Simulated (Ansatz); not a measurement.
# Au2Br: the cost of one run

Computed with Ansatz 0.2.0 (DFT PBE, scalar-relativistic, plane waves, PAW, unless a step's input says otherwise).

### 1 Starting point

It takes space group P4/mmm (No. 123, tetragonal). Conventional cell: a = 4.421 Å, b = 4.421 Å, c = 3.126 Å, α = 90.00°, β = 90.00°, γ = 90.00°. Around Au (site symmetry mmm) lie 4 Br at 2.71 Å. Br (site symmetry 4/mmm) is surrounded by 8 Au at 2.71 Å.

As a file:

```
Au Br
1.0
     4.42065    0.00000    0.00000
     0.00000    4.42065    0.00000
     0.00000    0.00000    3.12587
Au Br
2 1
Direct
  0.00000 0.50000 0.00000
  0.50000 0.00000 0.00000
  0.50000 0.50000 0.50000
```

Recipe of the guess: ordered vacancies on the anion sites of caesium chloride (P4/mmm, No. 123). Its size is a rough estimate.

### 2 A first look at the guess

input.yaml reads:

```yaml
crystal:
  lattice:
    - [4.42065087, 0.0, 0.0]
    - [0.0, 4.42065087, 0.0]
    - [0.0, 0.0, 3.12587221]
  atoms:
    - { symbol: Au, position: [0.0, 0.5, 0.0] }
    - { symbol: Au, position: [0.5, 0.0, 0.0] }
    - { symbol: Br, position: [0.5, 0.5, 0.5] }
basis:
  ecutwfc: 420
kpoints:
  mp_grid: { grid: [4, 4, 6] }
hamiltonian:
  xc: pbe
scf:
  occupations: { method: gaussian, width: 0.1 }
  lower_state_search: "off"
output:
  forces: true
  stress: true
  eigenvalues: true
```

The run is started by

```
> ansatz run input.yaml --threads 1 --pin off --max-ram 2048MiB --backend cpu --events-out ev --progress --plain --runs-dir out
```

What time and memory should one allow on 1 thread of Arm Neoverse V2, shared host?

About 2 s, with a peak of 0.32 GiB.
